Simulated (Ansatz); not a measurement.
# CH6AlFSi: basis-set convergence

One table from this session's results is given with a row withheld; the runs are named, their logs left out.

Program: Ansatz 0.2.0, Gaussian basis. Level of theory: one geometry, several basis sets. These are calculated values, not measurements.

Levels to be run: PBE0-D4/def2-SVP; ωB97M-V/def2-SVP; PBE0-D4/def2-QZVPP; ωB97M-V/def2-QZVPP; the functionals' def2-TZVPP values are taken from earlier runs.

## Structure used throughout

An earlier PBE0-D4 in a triple-zeta def2 set relaxation fixed the geometry.

10 atoms, charge 0, spin multiplicity 1.

Atoms are counted from 1 here; the program's logs count them from 0.

Bond lengths: C1–Al2 1.950 Å, C1–H5 1.095 Å, C1–H6 1.096 Å, C1–H7 1.092 Å, Al2–Si3 2.472 Å, Al2–H8 1.593 Å, Si3–F4 1.617 Å, Si3–H9 1.493 Å, Si3–H10 1.493 Å. Angles: Al2–C1–H5 110.6°, Al2–C1–H6 110.3°, Al2–C1–H7 113.2°, H5–C1–H6 106.0°, H5–C1–H7 108.3°, H6–C1–H7 108.1°, C1–Al2–Si3 120.6°, C1–Al2–H8 122.0°, Si3–Al2–H8 117.4°, Al2–Si3–F4 110.8°, Al2–Si3–H9 113.1°, Al2–Si3–H10 113.1°, F4–Si3–H9 106.7°, F4–Si3–H10 106.7°, H9–Si3–H10 106.1°.

The first run:

Contents of in.yaml:

```yaml
crystal:
  periodic: [false, false, false]
  atoms:
    - {symbol: C, position_ang: [-1.575372, 0.371828, -1.030699]}
    - {symbol: Al, position_ang: [-0.463779, -0.781160, 0.082061]}
    - {symbol: Si, position_ang: [1.720090, 0.011658, 0.925361]}
    - {symbol: F, position_ang: [2.020779, 1.516649, 0.417621]}
    - {symbol: H, position_ang: [-1.020541, 0.707510, -1.913192]}
    - {symbol: H, position_ang: [-1.849915, 1.280025, -0.482918]}
    - {symbol: H, position_ang: [-2.494669, -0.111630, -1.367703]}
    - {symbol: H, position_ang: [-0.914808, -2.254199, 0.487523]}
    - {symbol: H, position_ang: [1.796263, 0.039406, 2.416640]}
    - {symbol: H, position_ang: [2.865052, -0.831288, 0.468305]}
basis:
  gaussian: {orbitals: def2-SVP}
hamiltonian: {xc: pbe0, dispersion: d4}
output: {orbitals: {seedname: orbitals}}
```

Launch:

```console
$ ansatz run in.yaml --threads 2 --pin off --events-out ev --progress --plain --max-ram 4352MiB
```

Among the steps run: PBE0-D4 in def2-SVP; ωB97M-V in def2-SVP; PBE0-D4 in def2-QZVPP; ωB97M-V in def2-QZVPP.

One table of the session follows, with a row left open; its other results are not shown here.

| functional | basis | HOMO (eV) | LUMO (eV) |
| --- | --- | --- | --- |
| PBE0-D4 | def2-SVP | -7.35 | -1.84 |
| PBE0-D4 | def2-TZVPP | -7.37 | -1.86 |
| PBE0-D4 | def2-QZVPP | -7.39 | -1.88 |
| ωB97M-V | def2-SVP | -9.33 | -0.16 |
| ωB97M-V | def2-TZVPP | -9.39 | -0.23 |
| ωB97M-V | def2-QZVPP | ? | ? |

Estimate the missing values for ωB97M-V, def2-QZVPP.

The run gave: HOMO (eV): -9.40; LUMO (eV): -0.34. In the column «HOMO (eV)» it is the lowest.
